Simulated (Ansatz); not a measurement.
# Cl2H2Si: the cost of one run

Method: PBE0-D4/def2-TZVP structures, single points in def2-TZVPP, no counterpoise correction; program: Ansatz 0.2.0, Gaussian basis.

Levels: SPW92, PBE-D4, BLYP-D4, r2SCAN-D4, B97M-V, PBE0-D4, B3LYP-D4, r2SCAN0-D4, BHLYP-D4, CAM-B3LYP-D4, wB97X-V, wB97M-V, B2PLYP, PBE-QIDH, RPA on PBE, Hartree-Fock, MP2, CCSD, CCSD(T).

Correlated methods freeze the cores. B3LYP uses VWN-RPA correlation. B2PLYP carries no dispersion term here.

113 further runs of the same task are left out: 113 set aside as unsound or not needed.

## Step 1: Where the work starts

The complex: 11 atoms, charge 0, spin multiplicity 1.

Atoms are counted from 1 here; the program's logs count them from 0.

Bond lengths: Si1–H2 1.491 Å, Si1–Cl3 2.111 Å, Si1–Cl4 2.071 Å, Si1–H5 1.475 Å, H6–N7 1.017 Å, N7–H10 1.015 Å, N7–H11 1.014 Å, H8–F9 0.930 Å. Angles: H2–Si1–Cl3 95.6°, H2–Si1–Cl4 115.4°, H2–Si1–H5 121.8°, Cl3–Si1–Cl4 99.6°, Cl3–Si1–H5 98.0°, Cl4–Si1–H5 117.5°, H6–N7–H10 108.1°, H6–N7–H11 109.0°, H10–N7–H11 107.6°.

Coordinates:

```xyz
11

Si   -0.84238   -0.68866   -0.31379
H     0.20919   -0.30696   -1.29903
Cl   -2.23229   -1.37304   -1.74835
Cl   -0.50216   -2.45674    0.70960
H    -1.70006    0.31954    0.33656
H     0.84755    1.12625    0.81314
N     0.64066    0.16481    1.07274
H     0.71108    1.33336   -1.52487
F     1.07096    2.09378   -1.12752
H     1.50879   -0.35996    1.05799
H     0.28874    0.14762    2.02362
```

Its parts: SiH₂Cl₂ holds atoms 1, 2, 3, 4, 5; NH₃ holds atoms 6, 7, 10, 11; HF holds atoms 8, 9. Each part counts its atoms afresh in its own runs.

## Step 2: Relaxing SiH₂Cl₂ alone

Input file relax-a/in.yaml:

```yaml
crystal:
  periodic: [false, false, false]
  atoms:
    - {symbol: Si, position_ang: [-0.842382, -0.688660, -0.313795]}
    - {symbol: H, position_ang: [0.209193, -0.306960, -1.299028]}
    - {symbol: Cl, position_ang: [-2.232291, -1.373044, -1.748347]}
    - {symbol: Cl, position_ang: [-0.502158, -2.456739, 0.709603]}
    - {symbol: H, position_ang: [-1.700057, 0.319536, 0.336561]}
basis:
  gaussian: {orbitals: def2-TZVP}
hamiltonian: {xc: pbe0, dispersion: d4}
relax: {f_tol: 0.005, max_steps: 200}
```

Started as:

```bash
> ansatz run in.yaml --threads 8 --pin off --events-out ev --progress --plain --max-ram 19148MiB
```

**Question.** How long does this run take on 8 threads of Arm Neoverse V1, shared host?

About 3.8 s.
